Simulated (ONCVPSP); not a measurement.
# Zinc: generating and testing an ONCV potential

Aim: build the potential from the settings below, then test how well it stands in for the atom: other configurations, scattering, ghost states and the plane-wave cutoff that it needs.

The numbers are computed with ONCVPSP 4.0.1.1 (patched build) (PBE, scalar-relativistic, spin-unpolarised reference atom).

## 1. The atom and the settings

Typed settings, in words:

- element: zinc (Zn, Z = 30)
- type: optimised norm-conserving Vanderbilt (ONCV)
- frozen core: [Ne]
- valence charge: 20
- reference configuration: 3s2 3p6 3d10 4s2
- partial waves: 3s+4s: rc 1.00 bohr, ncon 4, nbas 8, qcut 15.8 1/bohr, 2 projectors; 3p: rc 0.95 bohr, ncon 3, nbas 6, qcut 15.8 1/bohr, 2 projectors, debl 3.1 Ha; 3d: rc 1.40 bohr, ncon 3, nbas 8, qcut 9.1 1/bohr, 1 projector
- local potential: polynomial inside 0.65 bohr (lpopt 5, dvloc0 0 Ha)
- core correction: Teter function, fcfact 1.75, rcfact 1.1

## 2. Generating the potential

The input, Zn.dat:

```
# ATOM AND REFERENCE CONFIGURATION
# atsym  z   nc   nv     iexc    psfile
  Zn 30.00    3    4        4      upf
#
#   n    l    f
    1    0    2.00
    2    0    2.00
    2    1    6.00
    3    0    2.00
    3    1    6.00
    3    2   10.00
    4    0    2.00
#
# PSEUDOPOTENTIAL AND OPTIMIZATION
# lmax
    2
#
#   l,   rc,      ep,       ncon, nbas, qcut
    0    1.00    0.00    4    8   15.80
    1    0.95    0.00    3    6   15.80
    2    1.40    0.00    3    8    9.10
#
# LOCAL POTENTIAL
# lloc, lpopt,  rc(5),   dvloc0
    4    5    0.65    0.00
#
# VANDERBILT-KLEINMAN-BYLANDER PROJECTORs
# l, nproj, debl
    0    2    2.60
    1    2    3.10
    2    1    1.60
#
# MODEL CORE CHARGE
# icmod, fcfact, rcfact
    3    1.75    1.10
#
# LOG DERIVATIVE ANALYSIS
# epsh1, epsh2, depsh
   -6.00    5.00    0.04
#
# OUTPUT GRID
# rlmax, drl
    6.00    0.01
#
# TEST CONFIGURATIONS
# ncnf
    4
# nvcnf
#   n    l    f
    4
    3    0    2.00
    3    1    6.00
    3    2   10.00
    4    0    1.00
#
    4
    3    0    2.00
    3    1    6.00
    3    2   10.00
    4    0    0.00
#
    4
    3    0    2.00
    3    1    6.00
    3    2    9.00
    4    0    0.00
#
    5
    3    0    2.00
    3    1    6.00
    3    2   10.00
    4    0    0.00
    4    1    1.00
#
```

Started as:

```sh
oncvpsp.x < Zn.dat > Zn.out
```

Q: Predict the outcome of this session. Wanted: cutoffs for 1 and 0.1 mHa per electron, occupied waves; bound ghosts; GHOST(+) flags; largest test error; largest phase difference near zero energy, channels read; rms error of d²Exc/dn², without and with the model core.

The runs gave:

| quantity | value |
| --- | --- |
| cutoffs for 1 and 0.1 mHa per electron, occupied waves | 73 Ha and 123 Ha |
| bound ghosts | none found |
| GHOST(+) flags | none at low energy |
| largest test error (AE − PS) | -51 meV, for 3s2 3p6 3d9 4s0 |
| largest phase difference near zero energy, channels read | 0.025 rad |
| rms error of d²Exc/dn², without and with the model core | 2.38 and 1.85 mHa |

The worst unpolarised test, 3s2 3p6 3d9 4s0, is off by 51 meV on 68.9 eV; by total energies transferability rates as fair. That test lies far up in energy; among those under 40 eV, nearer to bonding, the largest error is 13 meV. The potential is very hard: the looser tolerance needs 73 Ha. At the looser tolerance the 3s wave is the slowest; 4s needs 59 Ha. The program's ghost test flags no bound state. Near zero energy the phases of the channels with partial waves agree within 0.025 rad. These are tests on the free atom; a crystal test is still owed.
